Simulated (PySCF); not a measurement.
# [Re3]−: forces at shaken geometries

How stiff is [Re3]−? Its atoms are displaced at random by several amounts. It is a constructed species; whether it can be made isn't addressed.

The runs use PySCF 2.14.0; r2SCAN, Re def2-SVP with ECP60; scalar-relativistic core potentials, no spin–orbit coupling.

4 further runs of the same task are left out: 2 for a known fault of the program, 1 that didn't finish, 1 set aside as unsound or not needed.

## 1. The starting structure

3 atoms, charge -1, spin multiplicity 3.

Bond lengths: Re1–Re2 2.220 Å, Re2–Re3 2.220 Å. Angles: Re1–Re2–Re3 68.7°.

As a file:

```xyz
3

Re    1.3907    0.0939    0.0000
Re   -0.6086    1.0594    0.0000
Re   -0.7820   -1.1533    0.0000
```

An earlier session relaxed this geometry at r2SCAN, Re def2-SVP with ECP60 (triplet, point group C2v).

Its energy there is -234.850079 Eh.

## 2. Atoms moved at random, σ = 0.06 Å

Input file run.py (the lines that set the calculation):

```python
mol = gto.M(atom='''
Re     1.40734     0.09676     0.05055
Re    -0.63063     1.11555    -0.07232
Re    -0.77671    -1.21231     0.02177''',
    basis={'Re': 'def2-SVP'},
    ecp={'Re': 'def2-SVP'},
    charge=-1, spin=2)
mf = dft.UKS(mol, xc='R2SCAN')
mf.grids.atom_grid = (50, 194)
mf = mf.density_fit()  # fitting sets: Re def2-universal-JKFIT
mf.conv_tol = 1e-08; mf.max_cycle = 55
mf.kernel(dm0)  # dm0: the density of the relaxed state
```

Launch:

```console
$ OMP_NUM_THREADS=2 python run.py
```

## 3. Atoms moved at random, σ = 0.1 Å

Changes to run.py (the lines that set the calculation) since step 2:

```diff
@@ -1,5 +1,5 @@
 mol = gto.M(atom='''
-Re     1.40734     0.09676     0.05055
-Re    -0.63063     1.11555    -0.07232
-Re    -0.77671    -1.21231     0.02177''',
+Re     1.51570     0.14071     0.07076
+Re    -0.63724     1.02037     0.08684
+Re    -0.87846    -1.16108    -0.15760''',
     basis={'Re': 'def2-SVP'},
```

## 4. Atoms moved at random, σ = 0.1 Å

Changes to run.py (the lines that set the calculation) since step 3:

```diff
@@ -1,5 +1,5 @@
 mol = gto.M(atom='''
-Re     1.51570     0.14071     0.07076
-Re    -0.63724     1.02037     0.08684
-Re    -0.87846    -1.16108    -0.15760''',
+Re     1.50044     0.09708     0.05068
+Re    -0.70675     1.01390    -0.05916
+Re    -0.79369    -1.11099     0.00848''',
     basis={'Re': 'def2-SVP'},
```

Q: Predict the outcome of this session. Wanted: for each run, σ; energy rise; harmonic estimate −½ F·u; largest force component.

The runs gave:

| σ (Å) | energy rise (eV) | harmonic estimate −½ F·u (eV) | largest force component (eV/Å) |
| --- | --- | --- | --- |
| 0.06 | 0.164 | 0.147 | 2.14 |
| 0.1 | 0.050 | 0.065 | 1.85 |
| 0.1 | 0.035 | 0.071 | 0.56 |

Every displacement raises the energy. For a harmonic well the rise equals −½ F·u; the two differ by at most 101 % here (a move with σ = 0.1 Å), from anharmonicity, the grid and the small forces left at the relaxed point. The bases are small and lack diffuse functions. Spin–orbit coupling is left out for this open shell, where it can reorder the states. Open shells may have lower solutions than the one found.
